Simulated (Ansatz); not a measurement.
# BFH3In (SMILES [BH2][InH][F]) at CCSD(T)/3-21G (accuracy low, nuclear model gaussian)

Wanted: a geometry optimisation of BFH3In. 

Program for the calculation: Ansatz 0.2.0.

### Step 1. Starting point

BFH3In has 6 atoms, charge 0, and is taken as a singlet. As SMILES, `[BH2][InH][F]`. Geometry: a rough force-field guess. The run starts from this shape.

Bond lengths: B1–In2 1.609 Å, In2–F3 1.463 Å, B1–H4 1.130 Å, B1–H5 1.222 Å, In2–H6 0.620 Å. Angles: B1–In2–F3 99.3°, B1–In2–H6 134.0°, F3–In2–H6 126.2°, In2–B1–H4 120.8°, In2–B1–H5 122.7°, H4–B1–H5 116.2°.

### Step 2. A geometry optimisation at CCSD(T)/3-21G (accuracy low, nuclear model gaussian)

Input file input.yaml:

```yaml
crystal:
  periodic: [false, false, false]
  atoms:
    - {symbol: B, position_ang: [-0.508300, 0.147700, -0.492400]}
    - {symbol: In, position_ang: [0.432000, -0.045400, 0.798300]}
    - {symbol: F, position_ang: [1.439300, -0.939200, 0.226500]}
    - {symbol: H, position_ang: [-1.410000, -0.513200, -0.655400]}
    - {symbol: H, position_ang: [-0.363500, 1.068300, -1.282900]}
    - {symbol: H, position_ang: [0.452500, 0.217800, 1.359600]}
basis:
  gaussian: {orbitals: 3-21G-spherical.json, nuclear_model: gaussian}
hamiltonian: {pseudopotentials: {relativity: none}}
correlation: {method: ccsd_t}
accuracy: low
relax: {}
output: {orbitals: {seedname: orbitals}}
```

The basis set 3-21G is read from a file made from the Basis Set Exchange's data (not shown).

The run is started by

```bash
ansatz run input.yaml --threads 1 --pin off --max-ram 2610MiB --events-out events.jsonl --progress --plain --runs-dir runs
```

Q: Predict the results. Wanted: total energy at the end; dipole moment; HOMO energy; LUMO energy; HOMO–LUMO gap; correlation energy; (T) correction; T1 diagnostic.

Answer, from the run:

Level: CCSD(T)/3-21G (accuracy low, nuclear model gaussian), 20 core orbitals frozen.

| quantity | value |
| --- | --- |
| total energy at the end | -5840.08897 Eh |
| dipole moment (correlated density) | 2.31 D |
| HOMO energy (Hartree–Fock orbitals) | -10.10 eV |
| LUMO energy (Hartree–Fock orbitals) | 1.03 eV |
| HOMO–LUMO gap (Hartree–Fock orbitals) | 11.13 eV |
| correlation energy (20 core orbitals frozen) | -236.1 mEh |
| (T) correction | -4.50 mEh |
| T1 diagnostic | 0.014 |

**Reading.** At the final geometry: Bond lengths: B1–In2 2.327 Å, In2–F3 1.942 Å, B1–H4 1.207 Å, B1–H5 1.207 Å, In2–H6 1.795 Å. Angles: B1–In2–F3 118.4°, B1–In2–H6 131.0°, F3–In2–H6 110.5°, In2–B1–H4 121.3°, In2–B1–H5 121.4°, H4–B1–H5 117.3°. The optimisation took 13 steps and changed the energy by -82.922 eV. Mulliken charges run from -0.45 on F3 to +0.92 on In2; they depend strongly on the basis. The triples make up 1.9 % of the correlation energy. The accuracy setting is loose, so the last digits carry no meaning. Relativity is left out although the molecule holds a heavy atom.
